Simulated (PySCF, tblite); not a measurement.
# C₄H₉SeSi radical: geometry, infrared bands and EPR parameters

Wanted: the infrared bands and EPR parameters of C₄H₉SeSi radical (`[SeH][SiH2]C1C[CH]C1`), by calculation.

The runs use tblite 0.8.0 and PySCF 2.14.0, with density-fitted response routines of our own; the level of theory stands in each step. All values are computed, except where a source is named. Atoms are numbered from 0 throughout.

**1. The starting structure**

15 atoms, charge 0, multiplicity 2; geometry from: force field or distance geometry start.

Bonds of the start (Å): Se0–Si1 2.29, Si1–C2 1.86, C2–C3 1.53, C3–C4 1.53, C4–C5 1.51, C5–C2 1.53, Se0–H6 1.54, Si1–H7 1.48, Si1–H8 1.48, C2–H9 1.11, C3–H10 1.10, C3–H11 1.12, C4–H12 1.11, C5–H13 1.11, C5–H14 1.11.

**2. Optimising the geometry with GFN2-xTB**

The job: settings as JSON, then the geometry in Å.

```
{"job": {"kind": "relax", "xc": "GFN2-xTB", "basis": "xTB"}, "charge": 0, "multiplicity": 2}
Se     3.270100     0.295800     0.186500
Si     1.209600    -0.060300     1.114300
C     -0.112000     0.671700     0.024300
C     -0.356000    -0.096100    -1.276600
C     -1.770800    -0.439200    -0.807600
C     -1.544300     0.343800     0.468000
H      2.860000    -0.510400    -1.056700
H      1.168000     0.580700     2.450400
H      0.993800    -1.513800     1.271800
H      0.018300     1.761900    -0.156100
H     -0.363600     0.553600    -2.164400
H      0.274300    -1.013700    -1.386700
H     -1.861400    -1.523000    -0.583900
H     -2.182700     1.245400     0.515200
H     -1.607700    -0.288400     1.379500
```

The run is started by

```
OMP_NUM_THREADS=1 python probes_run.py task.json out
```

The driver reads the jobs from task.json and runs them one after another.

**Question.** This job is followed by: GFN2-xTB harmonic vibrations, gas phase; UKS B3LYP, def2-TZVP-core on Se, pcH-1 on C H Si, non-relativistic, mean-field spin-orbit, GIAO. What will the session give for the following? strongest single infrared mode (GFN2-xTB); zero-point energy (GFN2-xTB); g(iso) (B3LYP); ⟨S²⟩; largest a(iso) (averaged by class); surface potential, 1st and 99th percentile.

As calculated:

| quantity | value |
| --- | --- |
| strongest single infrared mode (GFN2-xTB) | 702 cm⁻¹, 405 km/mol |
| zero-point energy (GFN2-xTB) | 67.5 kcal/mol |
| g(iso) (B3LYP) | 2.00294 |
| ⟨S²⟩ | 0.754 (exact 0.75) |
| largest a(iso) (averaged by class) | 1H on H10, H13, 125.0 MHz |
| surface potential, 1st and 99th percentile | -0.83 V and 1.03 V |

In words: Over 75 steps the energy fell by 0.531 eV; of the close pairs, Se0–H6 changed most, 1.537 to 1.434 Å. No mode is imaginary among the 39: a minimum at this level. The strongest single mode, at 702 cm⁻¹, is carried by H7, H8, H6, Si1. Unscaled tight-binding wavenumbers are off by several per cent, some by more. Its intensities can rank the bands wrongly. C4 carries the largest spin population, 1.01 e. The isotropic g lies 0.6 ppt above the free-electron value. The hyperfine terms hold no scalar relativity, which the heavier nuclei need.
